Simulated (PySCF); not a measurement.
# C3H9ClSi: the cost of one run

The runs use PySCF 2.14.0; levels as typed in each script, gas phase, geometry from GFN2-xTB.

**1. The system as given**

SMILES `C[Si](C)(C)Cl`, 14 atoms, charge 0, spin multiplicity 1.

Bond lengths: C1–Si2 1.905 Å, C1–H6 1.085 Å, C1–H7 1.085 Å, C1–H8 1.082 Å, Si2–C3 1.904 Å, Si2–C4 1.905 Å, Si2–Cl5 2.045 Å, C3–H9 1.089 Å, C3–H10 1.085 Å, C3–H11 1.085 Å, C4–H12 1.085 Å, C4–H13 1.090 Å, C4–H14 1.085 Å. Angles: Si2–C1–H6 111.3°, Si2–C1–H7 111.4°, Si2–C1–H8 111.5°, H6–C1–H7 107.7°, H6–C1–H8 107.1°, H7–C1–H8 107.7°, C1–Si2–C3 110.7°, C1–Si2–C4 110.8°, C1–Si2–Cl5 108.2°, C3–Si2–C4 110.6°, C3–Si2–Cl5 108.3°, C4–Si2–Cl5 108.2°, Si2–C3–H9 111.3°, Si2–C3–H10 111.3°, Si2–C3–H11 111.4°, H9–C3–H10 107.8°, H9–C3–H11 107.2°, H10–C3–H11 107.7° and more.

As a file:

```xyz
14
charge 0, multiplicity 1
C    -0.8978   -1.3515    1.2035
Si   -0.3029    0.0004    0.0001
C    -0.9032   -0.3640   -1.7697
C    -0.8947    1.7196    0.5697
Cl    1.7417   -0.0022   -0.0021
H    -1.9818   -1.3957    1.2409
H    -0.5395   -1.1700    2.2118
H    -0.5504   -2.3307    0.9023
H    -0.5400   -1.3293   -2.1197
H    -1.9873   -0.3782   -1.8225
H    -0.5480    0.3851   -2.4702
H    -1.9786    1.7757    0.5904
H    -0.5329    1.9488    1.5723
H    -0.5359    2.5016   -0.0920
```

**2. Density, bond paths and surface potential (PBE0/def2-tzvp)**

Contents of input.py:

```python
import numpy as np
from pyscf import gto, scf, dft
from pyscf.scf import atom_ks, atom_hf
from scipy.linalg import block_diag

def solve(mol, dm0=None, hcore=None):
    mf = (dft.UKS if mol.spin else dft.RKS)(mol, xc='pbe0')
    mf.grids.level = 3
    mf = mf.density_fit(auxbasis='def2-universal-jkfit')
    mf.conv_tol, mf.max_cycle = 1e-8, 80
    if hcore is not None:
        mf.get_hcore = lambda *args: hcore
    mf.kernel(dm0)
    if not mf.converged:
        mf = mf.newton().run(mf.mo_coeff, mf.mo_occ, max_cycle=30)
    assert mf.converged, 'SCF not converged'
    return mf

mol = gto.M(atom='''
C     -0.89783    -1.35147     1.20348
Si    -0.30289     0.00039     0.00009
C     -0.90323    -0.36398    -1.76967
C     -0.89474     1.71959     0.56975
Cl     1.74174    -0.00221    -0.00212
H     -1.98177    -1.39565     1.24090
H     -0.53946    -1.16997     2.21181
H     -0.55045    -2.33071     0.90234
H     -0.54001    -1.32932    -2.11971
H     -1.98734    -0.37817    -1.82253
H     -0.54797     0.38509    -2.47022
H     -1.97859     1.77566     0.59041
H     -0.53289     1.94879     1.57232
H     -0.53591     2.50156    -0.09195
''', basis='def2-tzvp', charge=0, spin=0, verbose=4)
mf = solve(mol)
mf.analyze()
# spherically averaged free atoms, for the promolecule
atm = atom_ks.get_atm_nrks(mol, xc='pbe0')
pro = block_diag(*[(atm[a[0]][2] * atm[a[0]][3]) @ atm[a[0]][2].T for a in mol._atom])
np.savez('result.npz', e=mf.e_tot, c=mf.mo_coeff, occ=mf.mo_occ, eps=mf.mo_energy, pro=pro, dip=mf.dip_moment(verbose=0), s2=mf.spin_square()[0])
```

Run with:

```sh
OMP_NUM_THREADS=1 python input.py
```

What time and memory should one allow on 1 thread of Intel Xeon 6975P-C (Granite Rapids), shared host?

About 24 s, with a peak of 0.85 GiB.
